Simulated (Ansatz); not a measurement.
**C₄H₁₁NSi: vertical ionisation energy**

The task here is to estimate one member of a computed series from the others.

The runs use Ansatz 0.2.0, Gaussian basis; unrestricted cation, the program's frozen cores in correlated methods.

Plan: UKS PBE-D4/def2-TZVPP; UKS r2SCAN-D4/def2-TZVPP; UKS PBE0-D4/def2-TZVPP; UKS B3LYP-D4/def2-TZVPP; UKS wB97X-V/def2-TZVPP; UKS wB97M-V/def2-TZVPP; UKS B2PLYP/def2-TZVPP; UHF-CCSD(T)/def2-TZVPP; UHF-MP2/def2-QZVPP; extrapolation to the limit; then −ε(HOMO) from the neutral's earlier runs with LDA (SPW92), PBE-D4, revPBE-D4, BLYP-D4, r2SCAN-D4, B97M-V, PBE0-D4, B3LYP-D4, r2SCANh-D4, r2SCAN0-D4, HSE06-D4, BHLYP-D4, CAM-B3LYP-D4, LC-ωPBE, ωB97X-V, ωB97M-V.

### Structure used throughout

All runs share one geometry, relaxed beforehand with PBE0-D4 in a triple-zeta def2 set.

SMILES `C=C[SiH](N)CC`, 17 atoms, charge 0, spin multiplicity 1.

Atoms are counted from 1 here; the program's logs count them from 0.

Bond lengths: C1–C2 1.330 Å, C1–H7 1.087 Å, C1–H8 1.087 Å, C2–Si3 1.869 Å, C2–H9 1.091 Å, Si3–N4 1.720 Å, Si3–C5 1.874 Å, Si3–H10 1.492 Å, N4–H11 1.007 Å, N4–H12 1.006 Å, C5–C6 1.526 Å, C5–H13 1.095 Å, C5–H14 1.097 Å, C6–H15 1.093 Å, C6–H16 1.093 Å, C6–H17 1.094 Å. Angles: C2–C1–H7 121.2°, C2–C1–H8 122.7°, H7–C1–H8 116.2°, C1–C2–Si3 123.2°, C1–C2–H9 117.6°, Si3–C2–H9 119.3°, C2–Si3–N4 113.9°, C2–Si3–C5 109.6°, C2–Si3–H10 107.6°, N4–Si3–C5 108.9°, N4–Si3–H10 106.9°, C5–Si3–H10 110.0°, Si3–N4–H11 121.0°, Si3–N4–H12 120.8°, H11–N4–H12 111.2°, Si3–C5–C6 114.1°, Si3–C5–H13 107.5°, Si3–C5–H14 108.1° and more.

The first run:

Input file in.yaml:

```yaml
crystal:
  periodic: [false, false, false]
  atoms:
    - {symbol: C, position_ang: [-0.140271, -2.521668, 0.662878]}
    - {symbol: C, position_ang: [0.044138, -1.240876, 0.972137]}
    - {symbol: Si, position_ang: [0.787288, -0.000105, -0.211799]}
    - {symbol: N, position_ang: [1.273223, -0.678324, -1.715821]}
    - {symbol: C, position_ang: [-0.444653, 1.374151, -0.534983]}
    - {symbol: C, position_ang: [-0.979833, 2.042204, 0.728432]}
    - {symbol: H, position_ang: [0.147420, -2.912865, -0.310057]}
    - {symbol: H, position_ang: [-0.578315, -3.235413, 1.355717]}
    - {symbol: H, position_ang: [-0.259360, -0.912666, 1.966854]}
    - {symbol: H, position_ang: [2.013948, 0.556164, 0.430623]}
    - {symbol: H, position_ang: [0.592153, -0.965339, -2.399393]}
    - {symbol: H, position_ang: [2.113776, -1.227165, -1.786504]}
    - {symbol: H, position_ang: [0.044631, 2.110334, -1.181575]}
    - {symbol: H, position_ang: [-1.273512, 0.957900, -1.120287]}
    - {symbol: H, position_ang: [-1.525947, 1.333446, 1.355937]}
    - {symbol: H, position_ang: [-1.663485, 2.861875, 0.493049]}
    - {symbol: H, position_ang: [-0.170203, 2.457944, 1.334890]}
basis:
  gaussian: {orbitals: def2-TZVPP}
total_charge: 1
magnetization: {spin_polarized: true, initial_magnetization: 1}
hamiltonian: {xc: pbe, dispersion: d4}
```

Command:

```sh
$ ansatz run in.yaml --threads 2 --pin off --events-out ev --progress --plain --max-ram 20480MiB --backend cuda --devices 0, --max-vram 18GiB
```

Steps of the session up to this table: Cation, UKS PBE-D4/def2-TZVPP; Cation, UKS r2SCAN-D4/def2-TZVPP; Cation, UKS PBE0-D4/def2-TZVPP; Cation, UKS B3LYP-D4/def2-TZVPP; Cation, UKS wB97X-V/def2-TZVPP; Cation, UKS wB97M-V/def2-TZVPP; Cation, UKS B2PLYP (frozen core)/def2-TZVPP; Cation, UHF-CCSD(T)/def2-TZVPP; Cation, UHF-MP2/def2-QZVPP.

One of the session's tables, all rows but one given; the rest of the session is left out.

It belongs to the step «Ionisation energies side by side». Orbital estimates, from the neutral's runs:

| functional | −ε(HOMO) (eV) |
| --- | --- |
| LDA (SPW92) | 5.95 |
| PBE-D4 | 5.79 |
| revPBE-D4 | 5.73 |
| BLYP-D4 | 5.68 |
| r2SCAN-D4 | 6.08 |
| B97M-V | 6.20 |
| PBE0-D4 | 7.19 |
| B3LYP-D4 | 6.97 |
| r2SCANh-D4 | 6.61 |
| r2SCAN0-D4 | 7.40 |
| HSE06-D4 | 6.79 |
| BHLYP-D4 | 8.51 |
| CAM-B3LYP-D4 | 8.63 |
| LC-ωPBE | 9.99 |
| ωB97X-V | ? |
| ωB97M-V | 9.54 |

Estimate the missing values for ωB97X-V.

The run gave: −ε(HOMO) (eV): 9.64. In the column «−ε(HOMO) (eV)» it lies between ωB97M-V (9.54) and LC-ωPBE (9.99).
